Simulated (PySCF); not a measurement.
# [Yb(NH3)]3+: other functionals and bases at one geometry

One table from this session's results is given with a row withheld; the runs are named, their logs left out.

The runs use PySCF 2.14.0; several levels, as the steps say, no spin–orbit coupling.

1 further run of the same task is left out (for a known fault of the program).

### The system as given

5 atoms, charge 3, spin multiplicity 1.

Bond lengths: Yb1–N2 2.260 Å, N2–H3 1.049 Å, N2–H4 1.049 Å, N2–H5 1.049 Å. Angles: Yb1–N2–H3 116.1°, Yb1–N2–H4 116.1°, Yb1–N2–H5 116.1°, H3–N2–H4 102.1°, H3–N2–H5 102.1°, H4–N2–H5 102.1°.

As a file:

```csv
atom,x (Å),y (Å),z (Å)
Yb1,0.0000,0.0000,-0.1058
N2,0.0000,0.0000,2.1541
H3,0.9423,0.0000,2.6162
H4,-0.4712,0.8160,2.6162
H5,-0.4711,-0.8160,2.6162
```

Formal oxidation states: Yb +3. Each metal's 13 4f electrons lie in its core potential, so multiplicities, spins and levels count the valence alone. An earlier session relaxed this geometry at PBE0, Yb lcecp-1-SVP with ECP59, N def2-SVP, H def2-SVP (singlet, point group C3v).

At PBE0 on the finer grid: E = -94.502493 Eh, HOMO -28.39 eV, LUMO -20.48 eV, Mulliken charge on Yb1 +2.45 e, largest force component 0.005 eV/Å. 

Levels to run: TPSSh; wB97X; PBE0, TZVP. Hardware: 2 threads of Arm Neoverse V2, shared host.

Set-up of the first run:

Contents of run.py (the lines that set the calculation):

```python
mol = gto.M(atom='''
Yb     0.00000     0.00000    -0.10578
N      0.00000     0.00000     2.15410
H      0.94226     0.00004     2.61620
H     -0.47116     0.81600     2.61620
H     -0.47110    -0.81604     2.61620''',
    basis={'Yb': 'lcecp-1-SVP', 'N': 'def2-SVP', 'H': 'def2-SVP'},
    ecp={'Yb': 'lcecp-1-SVP'},
    charge=3, spin=0)
mf = dft.RKS(mol, xc='TPSSH')
mf.grids.atom_grid = (75, 302)  # f atoms: unpruned, at least (60, 302)
mf = mf.density_fit()  # fitting sets: Yb AutoAux, N def2-universal-JKFIT, H def2-universal-JKFIT
mf.conv_tol = 1e-08; mf.max_cycle = 55
mf.kernel(dm0)  # dm0: the density of the relaxed state
```

The run is started by

```console
OMP_NUM_THREADS=2 python run.py
```

Among the steps run: TPSSh; wB97X; PBE0, TZVP.

One of the session's tables, all rows but one given; the rest of the session is left out.

```
              level  HOMO (eV)  gap (eV)  charge on Yb1 (e)  dipole (D)  largest force component (eV/Å)
PBE0 (relaxed here)     -28.39      7.91               2.45        4.18                            0.01
              TPSSh     -27.57      6.68               2.44        4.22                            0.17
              wB97X          ?         ?                  ?           ?                               ?
         PBE0, TZVP     -28.30      7.88               2.55        4.25                            0.31
```

Estimate the missing values for wB97X.

The run gave: HOMO (eV): -30.72; gap (eV): 12.89; charge on Yb1 (e): 2.48; dipole (D): 3.84; largest force component (eV/Å): 0.14. In the column «HOMO (eV)» it is the lowest.

The dipole of a charged species depends on the origin, so these sizes hold for this origin alone.

In one basis the HOMO–LUMO gap runs from 6.68 eV (TPSSh) to 12.89 eV (wB97X). The largest leftover force, 0.31 eV/Å with PBE0, TZVP, stands at a geometry relaxed at another level. With 4f in the core, its levels are missing from HOMO and gap, and its count is fixed, so no charge can pass from the ligands into it. Total energies of different levels can't be compared.
